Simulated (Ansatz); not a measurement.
# LaRuAsO: the cost of one run

Program: Ansatz 0.2.0. Level of theory: DFT PBE+U (U_eff = 2.5 eV on Ru 4d), scalar-relativistic, plane waves, PAW. These are calculated values, not measurements.

**1. The system as given**

The structure is tetragonal, space group P4/nmm (No. 129). The conventional cell has a = 4.156 Å, b = 4.156 Å, c = 8.504 Å, α = 90.00°, β = 90.00°, γ = 90.00°. Around La (site symmetry 4mm) lie 4 O at 2.39 Å. Around As (site symmetry 4mm) lie 4 Ru at 2.43 Å. Ru (site symmetry -4m2) is surrounded by 4 As at 2.43 Å. O (site symmetry -4m2) has 4 La at 2.39 Å as nearest neighbours.

Coordinates:

```cif
data_structure
_symmetry_space_group_name_H-M 'P 1'
_symmetry_Int_Tables_number 1
_cell_length_a 4.1560
_cell_length_b 4.1560
_cell_length_c 8.5042
_cell_angle_alpha 90.000
_cell_angle_beta 90.000
_cell_angle_gamma 90.000
_cell_volume 146.89
loop_
_atom_site_label
_atom_site_type_symbol
_atom_site_fract_x
_atom_site_fract_y
_atom_site_fract_z
_atom_site_occupancy
La1 La 0.50000 0.00000 0.13978 1
La2 La 0.00000 0.50000 0.86022 1
As1 As 0.50000 0.00000 0.64817 1
As2 As 0.00000 0.50000 0.35183 1
Ru1 Ru 0.00000 0.00000 0.50000 1
Ru2 Ru 0.50000 0.50000 0.50000 1
O1 O 0.00000 0.00000 0.00000 1
O2 O 0.50000 0.50000 0.00000 1
```

An earlier run at PBE+U (U_eff = 2.5 eV on Ru 4d) left this cell at 18.361 Å³/atom and 0.00 GPa (4×4×2 mesh).

**2. Antiferromagnetic, in the cell as typed**

Input file input.yaml:

```yaml
crystal:
  lattice:
    - [4.1560116324, 0.0, 0.0]
    - [0.0, 4.1560116324, 0.0]
    - [0.0, 0.0, 8.5041509663]
  atoms:
    - { symbol: La, position: [0.5, 0.0, 0.1397822117] }
    - { symbol: La, position: [0.0, 0.5, 0.8602177883] }
    - { symbol: As, position: [0.5, 0.0, 0.6481672293] }
    - { symbol: As, position: [0.0, 0.5, 0.3518327707] }
    - { symbol: Ru, position: [0.0, 0.0, 0.5], spin: 1.0 }
    - { symbol: Ru, position: [0.5, 0.5, 0.5], spin: -1.0 }
    - { symbol: O, position: [0.0, 0.0, 0.0] }
    - { symbol: O, position: [0.5, 0.5, 0.0] }
basis:
  ecutwfc: 300
  ecutrho_ratio: 4
kpoints:
  mp_grid: { grid: [4, 4, 2] }
hamiltonian:
  xc: pbe
  hubbard: { sites: [{ species: Ru, l: d, u_eff: 2.5 }] }
scf:
  occupations: { method: gaussian, width: 0.05 }
output:
  forces: true
  stress: true
  eigenvalues: true
  populations: true
  hubbard: { sites: [{ species: La, l: f }, { species: Ru, l: d }] }
magnetization:
  spin_polarized: true
```

Run with:

```sh
ansatz run input.yaml --threads 2 --pin off --max-ram 5120MiB --backend cpu --events-out ev --progress --plain --runs-dir out
```

Q: Estimate wall time and peak memory on 2 threads of Intel Xeon Platinum 8259CL at 2.50GHz (Skylake/Cascade Lake), shared host.

About 46 s, with a peak of 0.62 GiB.
